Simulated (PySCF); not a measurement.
# One shape, several levels: CH3AlF2 (SMILES [CH3][Al]([F])[F])

We compute a comparison of 5 runs (HF/STO-3G, HF/3-21G, HF/def2-SVP, MP2/STO-3G, MP2/6-31G*) of CH3AlF2. Input form: a Python script.

The calculation is run with PySCF 2.14.0.

## 1. The structure to begin with

CH3AlF2 has 7 atoms, charge 0, and is taken as a singlet. SMILES: `[CH3][Al]([F])[F]`. Geometry: relaxed at PBE0-D4/def2-TZVP.

Bond lengths: C1–Al2 1.926 Å, Al2–F3 1.644 Å, Al2–F4 1.644 Å, C1–H5 1.091 Å, C1–H6 1.093 Å, C1–H7 1.093 Å. Angles: C1–Al2–F3 121.5°, C1–Al2–F4 122.4°, F3–Al2–F4 116.1°, Al2–C1–H5 111.8°, Al2–C1–H6 110.6°, Al2–C1–H7 110.6°, H5–C1–H6 108.4°, H5–C1–H7 108.4°, H6–C1–H7 106.8°.

## 2. Energy and gradient at HF/STO-3G (run 1)

File run.py:

```python
from pyscf import gto, scf

molecule = gto.M(
    atom='''
C     -0.253600     0.825900    -0.238700
Al     0.293100    -0.956200     0.245500
F      1.513200    -1.219500     1.315500
F     -0.423400    -2.297600    -0.378600
H     -1.075800     0.816000    -0.956100
H     -0.573400     1.384500     0.645100
H      0.581100     1.378900    -0.678200
''',
    verbose=4,
    basis='sto-3g',
    charge=0,
    max_memory=1860,
)

myscf = scf.RHF(molecule)
myscf.conv_tol = 1e-10
myscf.kernel()
if not myscf.converged:
    myscf = myscf.newton().run(myscf.mo_coeff, myscf.mo_occ)

etot = myscf.e_tot
print('Final energy', etot)
grad = myscf.nuc_grad_method().kernel()
dip = myscf.dip_moment()
pop, q = myscf.mulliken_pop()
```

Launch:

```sh
OMP_NUM_THREADS=1 python run.py
```

What it wrote:

```text
PySCF version 2.14.0

[... 59 lines left out ...]
converged SCF energy = -474.346263193238
Final energy -474.3462631932385
[... 13 lines left out ...]
Dipole moment(X, Y, Z, Debye): -0.25335,  0.77207, -0.22433
[... 35 lines left out ...]
charge of    6H =      0.03349
```

Run time: 1.6 s. Hardware: 1 thread of Intel Xeon at 2.50GHz (Skylake/Cascade Lake), shared host; peak memory 0.12 GiB.

## 3. Energy and gradient at HF/3-21G (run 2)

File input.py:

```python
from pyscf import gto, scf

mol = gto.Mole()
mol.atom = '''
C     -0.253600     0.825900    -0.238700
Al     0.293100    -0.956200     0.245500
F      1.513200    -1.219500     1.315500
F     -0.423400    -2.297600    -0.378600
H     -1.075800     0.816000    -0.956100
H     -0.573400     1.384500     0.645100
H      0.581100     1.378900    -0.678200
'''
mol.max_memory = 1860
mol.basis = '3-21g'
mol.spin = 0
mol.verbose = 4
mol.build()

myscf = scf.RHF(mol)
myscf.conv_tol = 1e-10
myscf.kernel()
if not myscf.converged:
    myscf = myscf.newton().run(myscf.mo_coeff, myscf.mo_occ)

etot = myscf.e_tot
print('Final energy', etot)
grad = myscf.nuc_grad_method().kernel()
dip = myscf.dip_moment()
pop, q = myscf.mulliken_pop()
```

Launch:

```sh
OMP_NUM_THREADS=1 python input.py
```

What it wrote:

```text
PySCF version 2.14.0

[... 61 lines left out ...]
converged SCF energy = -477.96825731236
Final energy -477.96825731236044
[... 13 lines left out ...]
Dipole moment(X, Y, Z, Debye): -0.68837,  2.24826, -0.61009
[... 54 lines left out ...]
charge of    6H =      0.24068
```

Wall time 3 s (1 thread of Intel Xeon at 2.50GHz (Skylake/Cascade Lake), shared host); peak memory 0.12 GiB.

Run 3 isn't shown in full; the table further down has it.

## 4. Energy and forces at MP2/STO-3G (run 4)

File calc.py:

```python
from pyscf import gto, scf, mp

mol = gto.Mole()
mol.atom = '''
C     -0.479235     1.560725    -0.451078
Al     0.553879    -1.806956     0.463928
F      2.859534    -2.304521     2.485935
F     -0.800110    -4.341835    -0.715450
H     -2.032967     1.542017    -1.806767
H     -1.083569     2.616326     1.219062
H      1.098120     2.605743    -1.281612
'''
mol.charge = 0
mol.verbose = 3
mol.unit = 'bohr'
mol.basis = 'sto-3g'
mol.max_memory = 1860
mol.spin = 0
mol.build()

mf = scf.RHF(mol)
mf.conv_tol = 1e-10
mf.kernel()
if not mf.converged:
    mf = mf.newton().run(mf.mo_coeff, mf.mo_occ)

pt = mp.MP2(mf, frozen=8).run()
etot = pt.e_tot
print('E(%s) = %.9f' % ('MP2', etot))
grad = pt.nuc_grad_method().kernel()
dip = mf.dip_moment()
pop, q = mf.mulliken_pop()
```

Launch:

```sh
OMP_NUM_THREADS=1 python calc.py
```

What it wrote:

```text
converged SCF energy = -474.346263175285
E(RMP2) = -474.455273037602  E_corr = -0.109009862317685
E(SCS-RMP2) = -474.463337799144  E_corr = -0.117074623859608
E(MP2) = -474.455273038
--------------- RMP2 gradients ---------------
         x                y                z
0 C    -0.0088598431     0.0213483228    -0.0076869585
1 Al    -0.0035467227     0.0106444807    -0.0031492939
2 F     0.0170745207    -0.0024075414     0.0149717023
3 F    -0.0105186118    -0.0180032162    -0.0091654199
4 H     0.0049798917    -0.0027957198     0.0043467026
5 H     0.0034504035    -0.0044309295    -0.0031347359
6 H    -0.0025796383    -0.0043553966     0.0038180031
----------------------------------------------
Dipole moment(X, Y, Z, Debye): -0.25334,  0.77207, -0.22433
 ** Mulliken pop  **
pop of  0 C 1s            1.99222
pop of  0 C 2s            1.24722
pop of  0 C 2px           1.00321
pop of  0 C 2py           1.18125
pop of  0 C 2pz           0.99960
pop of  1 Al 1s           1.99945
pop of  1 Al 2s           1.98160
pop of  1 Al 3s           0.84493
pop of  1 Al 2px          1.93882
pop of  1 Al 2py          1.94418
pop of  1 Al 2pz          1.93718
pop of  1 Al 3px          0.37594
pop of  1 Al 3py          0.53596
pop of  1 Al 3pz          0.35013
pop of  2 F 1s            1.99917
pop of  2 F 2s            1.95597
pop of  2 F 2px           1.72159
pop of  2 F 2py           1.94441
pop of  2 F 2pz           1.76482
pop of  3 F 1s            1.99917
pop of  3 F 2s            1.95601
pop of  3 F 2px           1.86232
pop of  3 F 2py           1.69415
pop of  3 F 2pz           1.87380
pop of  4 H 1s            0.96394
pop of  5 H 1s            0.96646
pop of  6 H 1s            0.96651
 ** Mulliken atomic charges  **
charge of    0C =     -0.42351
charge of    1Al =      1.09181
charge of    2F =     -0.38595
charge of    3F =     -0.38546
charge of    4H =      0.03606
charge of    5H =      0.03354
charge of    6H =      0.03349
```

Run time: 3.3 s. Hardware: 1 thread of Intel Xeon at 2.50GHz (Skylake/Cascade Lake), shared host; peak memory 0.12 GiB.

## 5. Energy and forces at MP2/6-31G(d) (spherical functions) (run 5)

File input.py:

```python
import pyscf.grad
from pyscf import gto, mp

molecule = gto.Mole()
molecule.atom = [
    ('C', (-0.253600, 0.825900, -0.238700)),
    ('Al', (0.293100, -0.956200, 0.245500)),
    ('F', (1.513200, -1.219500, 1.315500)),
    ('F', (-0.423400, -2.297600, -0.378600)),
    ('H', (-1.075800, 0.816000, -0.956100)),
    ('H', (-0.573400, 1.384500, 0.645100)),
    ('H', (0.581100, 1.378900, -0.678200)),
]
molecule.max_memory = 1860
molecule.charge = 0
molecule.verbose = 4
molecule.basis = '6-31g*'
molecule.build()

mf = molecule.RHF()
mf.conv_tol = 1e-10
mf.kernel()
if not mf.converged:
    mf = mf.newton().run(mf.mo_coeff, mf.mo_occ)

pt = mp.MP2(mf, frozen=8).run()
etot = pt.e_tot
print(f'total energy: {etot:.8f} hartree')
grad = pt.Gradients().kernel()
mf.analyze()
```

Launch:

```sh
OMP_NUM_THREADS=1 python input.py
```

What it wrote:

```text
PySCF version 2.14.0

[... 90 lines left out ...]
MO #1   energy= -58.4928513245159  occ= 2
[... 12 lines left out ...]
MO #14  energy= -0.629585611379947 occ= 2
[... 12 lines left out ...]
MO #27  energy= 0.329757406201729  occ= 0
[... 12 lines left out ...]
MO #40  energy= 1.15991777742129   occ= 0
[... 12 lines left out ...]
MO #53  energy= 2.08651996929021   occ= 0
[... 12 lines left out ...]
MO #66  energy= 3.01813379316845   occ= 0
[... 76 lines left out ...]
Dipole moment(X, Y, Z, Debye): -0.62619,  2.03521, -0.55488
```

Wall time 17 s (1 thread of Intel Xeon at 2.50GHz (Skylake/Cascade Lake), shared host); peak memory 0.3 GiB.

## 6. All runs side by side

```
run                             level  frozen core orbitals  energy (Eh)  dipole moment (D) of the reference  HOMO energy (eV)  LUMO energy (eV)  wall time
  1                         HF/STO-3G                     –  -474.346263                                0.84             -9.12              9.70      1.6 s
  2                          HF/3-21G                     –  -477.968257                                2.43            -12.52              2.59        3 s
  3                       HF/def2-SVP                     –  -480.306560                                2.28            -12.63              2.41      7.8 s
  4                        MP2/STO-3G                     8  -474.455273                                0.84             -9.12              9.70      3.3 s
  5  MP2/6-31G* (spherical functions)                     8  -481.085082                                2.20            -12.49              2.51       17 s
```

## 7. Results

| quantity | value |
| --- | --- |
| run 5: total energy | -481.08508 Eh |
| run 5: dipole moment (Hartree–Fock density) | 2.20 D |
| run 5: HOMO energy (Hartree–Fock orbitals) | -12.49 eV |
| run 5: LUMO energy (Hartree–Fock orbitals) | 2.51 eV |
| run 5: HOMO–LUMO gap (Hartree–Fock orbitals) | 15.01 eV |
| run 5: correlation energy (8 core orbitals frozen) | -528.8 mEh |
| run 5: largest force on an atom | 0.565 eV/Å |

What this shows: Over runs 1, 2, 3 the dipole moment (its size) runs from 0.84 D (HF/STO-3G) to 2.43 D (HF/3-21G). Over runs 1, 2, 3 the HOMO–LUMO gap runs from 15.04 eV (HF/def2-SVP) to 18.82 eV (HF/STO-3G). In runs 1, 4 the basis is minimal, so the values are rough. All runs together took 33 s, the longest 17 s.
